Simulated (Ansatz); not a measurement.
# CH4InNO3: the cost of one run

The runs use Ansatz 0.2.0, Gaussian basis; the settings change from run to run.

## Step 1: The molecule

The geometry comes from an earlier relaxation with PBE0-D4 in a triple-zeta def2 set; it is a stationary point, not always the lowest conformer. In takes a core potential in def2 sets; no spin-orbit term is included.

SMILES `[NH2][In]([OH])[C](=O)O`, 10 atoms, charge 0, spin multiplicity 1.

Atoms are counted from 1 here; the program's logs count them from 0.

Bond lengths: N1–In2 2.004 Å, N1–H7 1.008 Å, N1–H8 1.010 Å, In2–O3 1.985 Å, In2–C4 2.187 Å, O3–H9 0.959 Å, C4–O5 1.197 Å, C4–O6 1.347 Å, O6–H10 0.974 Å. Angles: In2–N1–H7 118.9°, In2–N1–H8 116.4°, H7–N1–H8 109.9°, N1–In2–O3 111.0°, N1–In2–C4 128.1°, O3–In2–C4 120.3°, In2–O3–H9 113.7°, In2–C4–O5 125.2°, In2–C4–O6 112.2°, O5–C4–O6 122.7°, C4–O6–H10 107.4°.

## Step 2: r2SCAN0/def2-mTZVPP

Options: multiplicity 3, a grid of angular degree 23, D3(BJ) with three-body dispersion, relativity set to none, high accuracy.

Input file in.yaml:

```yaml
crystal:
  periodic: [false, false, false]
  atoms:
    - {symbol: N, position_ang: [0.382455, -1.568253, 1.644067]}
    - {symbol: In, position_ang: [0.327105, 0.068756, 0.489402]}
    - {symbol: O, position_ang: [1.245059, 1.591753, 1.370438]}
    - {symbol: C, position_ang: [-0.337472, 0.231338, -1.587978]}
    - {symbol: O, position_ang: [0.382045, 0.217791, -2.545083]}
    - {symbol: O, position_ang: [-1.674557, 0.361751, -1.685276]}
    - {symbol: H, position_ang: [-0.317580, -2.281864, 1.511022]}
    - {symbol: H, position_ang: [0.536907, -1.417448, 2.630373]}
    - {symbol: H, position_ang: [1.347029, 2.359971, 0.804880]}
    - {symbol: H, position_ang: [-1.891001, 0.436195, -2.631846]}
basis:
  gaussian: {orbitals: def2-mTZVPP, final_grid: {core_spheres: 8, valence_spheres: 7, degree: 23}}
magnetization: {spin_polarized: true, initial_magnetization: 2}
hamiltonian: {xc: {name: r2SCAN0}, dispersion: d3bjatm, pseudopotentials: {relativity: none}}
accuracy: high
output: {forces: true}
```

On the command line:

```sh
$ ansatz run in.yaml --threads 2 --pin off --events-out ev --progress --plain --max-ram 32768MiB --backend cpu
```

**Question.** How long does this run take on 2 threads of AMD EPYC 7R13, shared host, and how much memory does it need?

About 34 s, with a peak of 1.1 GiB.
